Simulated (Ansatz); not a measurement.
# Ga2GeH: the cost of one run

The runs use Ansatz 0.2.0, Gaussian basis; UKS PBE0/def2-TZVP.

### Step 1. The system as given

4 atoms, charge 0, spin multiplicity 4.

Atoms are counted from 1 here; the program's logs count them from 0.

Bond lengths: Ga1–Ge2 2.546 Å, Ga3–H4 1.932 Å.

Coordinates:

```xyz
4
Ga2GeH
Ga   -1.4193   -0.8860   -0.0357
Ge   -0.3334    1.4142    0.0812
Ga    1.7205   -0.5968   -0.0490
H     3.1936    0.6520    0.0063
```

The start was built by rule and, where that kept it together, relaxed with GFN2-xTB. Sticks and bond lists go by distance. No spin-orbit coupling is included. 

### Step 2. The run

in.yaml

```yaml
crystal:
  periodic: [false, false, false]
  atoms:
    - {symbol: Ga, position_ang: [-1.419313, -0.885984, -0.035743]}
    - {symbol: Ge, position_ang: [-0.333416, 1.414202, 0.081223]}
    - {symbol: Ga, position_ang: [1.720511, -0.596809, -0.048970]}
    - {symbol: H, position_ang: [3.193561, 0.651969, 0.006314]}
basis:
  gaussian: {orbitals: def2-TZVP}
magnetization: {spin_polarized: true, initial_magnetization: 3}
hamiltonian: {xc: pbe0}
relax: {f_tol: 0.004, max_steps: 80}
```

On the command line:

```console
$ ansatz run in.yaml --threads 1 --pin off --events-out ev --progress --plain --max-ram 2176MiB
```

Q: Estimate wall time and peak memory on 1 thread of AMD EPYC 9R45, shared host.

About 82 s, with a peak of 0.54 GiB.
